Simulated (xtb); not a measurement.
# SiHSCl3 (SMILES S[Si](Cl)(Cl)Cl): GFN2-xTB

Aim: a geometry optimisation of SiHSCl3. 

The results are computed with xtb 6.7.1.

5 further runs of the same task are left out: 5 set aside as unsound or not needed.

**1. The system as given**

SiHSCl3: 6 atoms, total charge 0, spin state singlet. SMILES: `S[Si](Cl)(Cl)Cl`. The shape is that of a GFN2-xTB optimisation. The run starts from this shape.

Bond lengths: Si1–S2 2.160 Å, Si1–Cl4 2.006 Å, Si1–Cl5 2.020 Å, Si1–Cl6 2.020 Å, S2–H3 1.327 Å. Angles: S2–Si1–Cl4 106.7°, S2–Si1–Cl5 110.1°, S2–Si1–Cl6 110.1°, Cl4–Si1–Cl5 110.8°, Cl4–Si1–Cl6 110.5°, Cl5–Si1–Cl6 108.5°, Si1–S2–H3 96.3°.

**2. A structure relaxation at GFN2-xTB**

coord

```
$coord
      0.390247341996     -0.017517761175     -0.797162068412  si
      0.495826340579      0.035167803179      3.282586559304  s
     -1.988521006421      0.092936730809      3.620696357522  h
      3.990893705336     -0.035545748404     -1.980017238860  cl
     -1.450364800650      3.060789404056     -2.103718710978  cl
     -1.438081580840     -3.135849325726     -2.022384898574  cl
$end
```

On the command line:

```bash
$ xtb coord --gfn 2 --opt vtight > out.txt
```

**Question.** What will come out? Wanted: total energy at the end; dipole moment; HOMO energy; LUMO energy; HOMO–LUMO gap; dispersion energy; mean polarisability.

Computed results:

Level: GFN2-xTB.

| quantity | value |
| --- | --- |
| total energy at the end | -19.27557 Eh |
| dipole moment | 1.35 D |
| HOMO energy | -11.16 eV |
| LUMO energy | -6.06 eV |
| HOMO–LUMO gap | 5.10 eV |
| dispersion energy | -20.19 kJ/mol |
| mean polarisability (D4 model) | 91.7 bohr³ |

What this shows: At the final geometry: Bond lengths: Si1–S2 2.160 Å, Si1–Cl4 2.006 Å, Si1–Cl5 2.020 Å, Si1–Cl6 2.020 Å, S2–H3 1.327 Å. Angles: S2–Si1–Cl4 106.7°, S2–Si1–Cl5 110.1°, S2–Si1–Cl6 110.1°, Cl4–Si1–Cl5 110.6°, Cl4–Si1–Cl6 110.6°, Cl5–Si1–Cl6 108.6°, Si1–S2–H3 96.4°. The optimisation took 6 steps and changed the energy by -0.000 eV.
